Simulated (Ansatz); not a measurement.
# C₂H₇BOSi: a ladder of functionals and wavefunction methods

Aim: compute C₂H₇BOSi with functionals from several rungs and with coupled cluster, and see how far each lands from CCSD(T) at the basis-set limit for the atomisation energy.

Computed with Ansatz 0.2.0, Gaussian basis. Level: functionals in def2-TZVPP, the program's frozen cores in correlated methods.

Levels to be run: LDA (SPW92), PBE-D4, revPBE-D4, BLYP-D4, r2SCAN-D4, B97M-V, PBE0-D4, B3LYP-D4, r2SCANh-D4, r2SCAN0-D4, HSE06-D4, BHLYP-D4, CAM-B3LYP-D4, LC-ωPBE, ωB97X-V, ωB97M-V, B2PLYP, PBE-QIDH; CCSD(T)/def2-SVP; CCSD(T)/def2-TZVPP; MP2/def2-QZVPP; extrapolation to the limit; RPA on PBE.

### 1 The geometry

The geometry comes from an earlier relaxation with PBE0-D4 in a triple-zeta def2 set; it is a stationary point, not always the lowest conformer.

SMILES `CC1B[SiH2]O1`, 12 atoms, charge 0, spin multiplicity 1.

Atoms are counted from 1 here; the program's logs count them from 0.

Bond lengths: C1–C2 1.520 Å, C1–H6 1.093 Å, C1–H7 1.092 Å, C1–H8 1.092 Å, C2–B3 1.581 Å, C2–O5 1.462 Å, C2–H9 1.102 Å, B3–Si4 2.003 Å, B3–H10 1.190 Å, Si4–O5 1.679 Å, Si4–H11 1.492 Å, Si4–H12 1.492 Å. Angles: C2–C1–H6 111.4°, C2–C1–H7 110.5°, C2–C1–H8 109.7°, H6–C1–H7 108.5°, H6–C1–H8 107.8°, H7–C1–H8 108.9°, C1–C2–B3 115.6°, C1–C2–O5 110.5°, C1–C2–H9 108.9°, B3–C2–O5 101.7°, B3–C2–H9 111.4°, O5–C2–H9 108.5°, C2–B3–Si4 81.6°, C2–B3–H10 129.3°, Si4–B3–H10 149.1°, B3–Si4–O5 79.2°, B3–Si4–H11 121.5°, B3–Si4–H12 120.2° and more.

### 2 LDA

This LDA is Slater exchange with PW92 correlation.

Input file in.yaml:

```yaml
crystal:
  periodic: [false, false, false]
  atoms:
    - {symbol: C, position_ang: [-1.466998, 0.767902, -0.209654]}
    - {symbol: C, position_ang: [-0.272206, -0.088372, -0.595367]}
    - {symbol: B, position_ang: [0.089933, -1.249318, 0.414831]}
    - {symbol: Si, position_ang: [1.809134, -0.225825, 0.518478]}
    - {symbol: O, position_ang: [0.953608, 0.707820, -0.583581]}
    - {symbol: H, position_ang: [-1.390294, 1.119146, 0.822414]}
    - {symbol: H, position_ang: [-2.394210, 0.199875, -0.314307]}
    - {symbol: H, position_ang: [-1.514454, 1.645838, -0.857566]}
    - {symbol: H, position_ang: [-0.426525, -0.476847, -1.614642]}
    - {symbol: H, position_ang: [-0.565858, -2.181026, 0.758902]}
    - {symbol: H, position_ang: [2.193810, 0.527904, 1.746852]}
    - {symbol: H, position_ang: [3.060857, -0.802400, -0.052261]}
basis:
  gaussian: {orbitals: def2-TZVPP}
hamiltonian: {xc: lda}
output: {orbitals: {seedname: orbitals}}
```

Run with:

```bash
ansatz run in.yaml --threads 4 --pin off --events-out ev --progress --plain --max-ram 10444MiB
```

The runs that follow: PBE-D4 (GGA); revPBE-D4 (GGA); BLYP-D4 (GGA); r2SCAN-D4 (meta-GGA); B97M-V (meta-GGA); PBE0-D4 (hybrid); B3LYP-D4 (hybrid); r2SCANh-D4 (hybrid); r2SCAN0-D4 (hybrid); HSE06-D4 (hybrid); BHLYP-D4 (hybrid); CAM-B3LYP-D4 (range-separated); LC-ωPBE (range-separated); ωB97X-V (range-separated); ωB97M-V (range-separated); B2PLYP (double hybrid); PBE-QIDH (double hybrid); CCSD(T) in def2-SVP; CCSD(T) in def2-TZVPP; MP2 in def2-QZVPP; RPA on PBE orbitals.

Before running them: what should the planned runs give, taken together? Wanted: atomisation energy, CCSD(T)/CBS; farthest beyond LDA; mean size of error, GGA; mean size of error, meta-GGA; mean size of error, hybrid; mean size of error, range-separated; mean size of error, double hybrid; gap, smallest and largest; T1 diagnostic.

The runs gave:

| quantity | value |
| --- | --- |
| atomisation energy, CCSD(T)/CBS | 46.162 eV |
| functionals within 0.231 eV (0.5 %) | revPBE-D4, BLYP-D4, PBE0-D4, B3LYP-D4, r2SCANh-D4, LC-ωPBE, PBE-QIDH |
| farthest beyond LDA | BHLYP-D4 (-1.030 eV) |
| mean size of error, GGA | 0.400 eV |
| mean size of error, meta-GGA | 0.295 eV |
| mean size of error, hybrid | 0.319 eV |
| mean size of error, range-separated | 0.237 eV |
| mean size of error, double hybrid | 0.253 eV |
| gap, smallest and largest | 2.85 eV (LDA (SPW92)), 10.23 eV (LC-ωPBE) |
| T1 diagnostic | 0.0123 |
| triples share of the correlation energy | 3.8 % |

What this shows: The LDA atomisation energy is off by 6.533 eV (14 %): it overbinds. PBE-D4 is off by +0.853 eV. Double hybrids carry the basis error of their MP2 part in triple zeta, and no dispersion term here, so their miss is partly the set-up's. By mean error the best rung here is range-separated (0.237 eV) and the worst beyond LDA is GGA (0.400 eV). The gap between the best rungs is small, so their order is not settled. The reference freezes the cores and leaves out relativity and excitations past (T), so misses under about 0.231 eV can't be ranked. Hartree-Fock recovers 74 % of the binding; the rest is correlation. CCSD(T) in def2-SVP is off by -2.414 eV, worse than the median functional, from the basis alone. Orbital gaps span 2.8 to 10.2 eV; exact exchange widens them.
